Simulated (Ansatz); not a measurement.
# AlTlInGaP4: the cost of one run

All numbers below are computed with Ansatz 0.2.0 (DFT PBE, scalar-relativistic, plane waves, PAW).

## 1. The structure to begin with

The cell holds 24 atoms (Al3Ga3In3P12Tl3): a = 7.822 Å, b = 7.822 Å, c = 9.580 Å, α = 90.00°, β = 90.00°, γ = 120.00°.

The sites of an ideal zinc blende lattice, at a guessed lattice constant, take 3 Ga, 3 Tl, 3 In, 3 Al; 12 P (sublattices apart by semicolons), with a shake of 0.02 Å. Warren-Cowley parameters of the first shell (negative: unlike neighbours preferred): Al-Ga -0.11, Al-In -0.33, Al-Tl +0.11, Ga-In -0.33, Ga-Tl -0.11, In-Tl -0.33. In a cell this small the draw can fall short of the order aimed at.

Its coordinates follow in the input file.

## 2. Relaxation without symmetry, coarse mesh

Cell and atoms move without symmetry, on a coarse mesh with loose thresholds.

Input file input.yaml:

```yaml
crystal:
  lattice:
    - [-5.53101558, -5.53101558, 0.0]
    - [0.0, 5.53101558, 5.53101558]
    - [-5.53101558, 5.53101558, -5.53101558]
  atoms:
    - { symbol: Al, position: [0.4972299336, 0.0007260668, 0.0001312874] }
    - { symbol: Al, position: [0.165212644, 0.3345802429, 0.336306894] }
    - { symbol: Al, position: [0.0030152229, 0.5013761568, 0.0002651093] }
    - { symbol: P, position: [0.3342355325, 0.1648971104, 0.9198520457] }
    - { symbol: P, position: [0.8340458046, 0.1643985568, 0.9167365599] }
    - { symbol: P, position: [0.6667695396, 0.3324644797, 0.5842697493] }
    - { symbol: P, position: [0.1703983469, 0.3418334526, 0.585052592] }
    - { symbol: P, position: [0.4950095667, 0.4970553218, 0.2525115677] }
    - { symbol: P, position: [0.000196068, 0.5020371864, 0.2504661876] }
    - { symbol: P, position: [0.3304160961, 0.6648892032, 0.9160659736] }
    - { symbol: P, position: [0.8311005409, 0.6695862022, 0.9155080014] }
    - { symbol: P, position: [0.6678371357, 0.8415615036, 0.582059924] }
    - { symbol: P, position: [0.1652066612, 0.8304735056, 0.5813770484] }
    - { symbol: P, position: [0.5040931407, 0.0006821719, 0.2495686641] }
    - { symbol: P, position: [0.0003702176, 0.9961946332, 0.2480082976] }
    - { symbol: Ga, position: [0.3371185729, 0.1717084429, 0.6671154291] }
    - { symbol: Ga, position: [0.5003663988, 0.5002619531, 0.997262203] }
    - { symbol: Ga, position: [0.6683283095, 0.833602167, 0.3333926354] }
    - { symbol: In, position: [0.0006097876, 0.0045972595, 0.0020812145] }
    - { symbol: In, position: [0.6635583508, 0.3374979843, 0.3358084747] }
    - { symbol: In, position: [0.3336881276, 0.6685574406, 0.665047927] }
    - { symbol: Tl, position: [0.8306862505, 0.1673324402, 0.6659472837] }
    - { symbol: Tl, position: [0.8376744351, 0.665325286, 0.6661201015] }
    - { symbol: Tl, position: [0.1667740042, 0.8329751354, 0.3370399315] }
  symmetry: { detect: false }
basis:
  ecutwfc: 420
kpoints:
  mp_grid: { grid: [2, 2, 2], shift: [0.5, 0.5, 0.5] }
hamiltonian:
  xc: pbe
scf:
  occupations: { method: gaussian, width: 0.1 }
  lower_state_search: "off"
output:
  forces: true
  stress: true
  eigenvalues: true
relax:
  adjacent_minimum: "off"
  f_tol: 0.04
  max_steps: 50
  cell: { stress_tol: 0.3 }
```

Launch:

```bash
ansatz run input.yaml --threads 4 --pin off --max-ram 9216MiB --backend cpu --events-out ev --progress --plain --runs-dir out
```

**Question.** How long does this run take on 4 threads of Arm Neoverse V1, shared host, and how much memory does it need?

About 73 s, with a peak of 1.6 GiB.
